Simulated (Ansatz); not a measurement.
# Al3Te: the cost of one run

Method: DFT PBE, scalar-relativistic, plane waves, PAW, in Ansatz 0.2.0.

## (1) Starting point

The structure is cubic, space group Pm-3m (No. 221). Conventional cell: a = 4.240 Å, b = 4.240 Å, c = 4.240 Å, α = 90.00°, β = 90.00°, γ = 90.00°. Al (site symmetry 4/mmm) has 8 Al at 3.00 Å and 4 Te at 3.00 Å as nearest neighbours. Around Te (site symmetry m-3m) lie 12 Al at 3.00 Å.

Coordinates:

```cif
data_structure
_symmetry_space_group_name_H-M 'P 1'
_symmetry_Int_Tables_number 1
_cell_length_a 4.2401
_cell_length_b 4.2401
_cell_length_c 4.2401
_cell_angle_alpha 90.000
_cell_angle_beta 90.000
_cell_angle_gamma 90.000
_cell_volume 76.23
loop_
_atom_site_label
_atom_site_type_symbol
_atom_site_fract_x
_atom_site_fract_y
_atom_site_fract_z
_atom_site_occupancy
Al1 Al 0.00000 0.50000 0.50000 1
Al2 Al 0.50000 0.00000 0.50000 1
Al3 Al 0.50000 0.50000 0.00000 1
Te1 Te 0.00000 0.00000 0.00000 1
```

This is candidate A: Cu3Au (L1_2) type (Pm-3m, No. 221).

(A quick probe on a coarse mesh, which set the mesh and smearing, is not shown.)

## (3) Rough relaxation on the coarse mesh (candidate A)

input.yaml reads:

```yaml
crystal:
  lattice:
    - [4.2401371277, 0.0, 0.0]
    - [0.0, 4.2401371277, 0.0]
    - [0.0, 0.0, 4.2401371277]
  atoms:
    - { symbol: Al, position: [0.0, 0.5, 0.5] }
    - { symbol: Al, position: [0.5, 0.0, 0.5] }
    - { symbol: Al, position: [0.5, 0.5, 0.0] }
    - { symbol: Te, position: [0.0, 0.0, 0.0] }
basis:
  ecutwfc: 420
kpoints:
  mp_grid: { grid: [4, 4, 4] }
hamiltonian:
  xc: pbe
scf:
  occupations: { method: gaussian, width: 0.1 }
  lower_state_search: "off"
output:
  forces: true
  stress: true
  eigenvalues: true
relax:
  adjacent_minimum: "off"
  f_tol: 0.04
  max_steps: 70
  cell: { stress_tol: 0.4 }
```

Q: Estimate wall time and peak memory on 1 thread of an Arm CPU, shared host.

About 5.8 s, with a peak of 0.31 GiB.
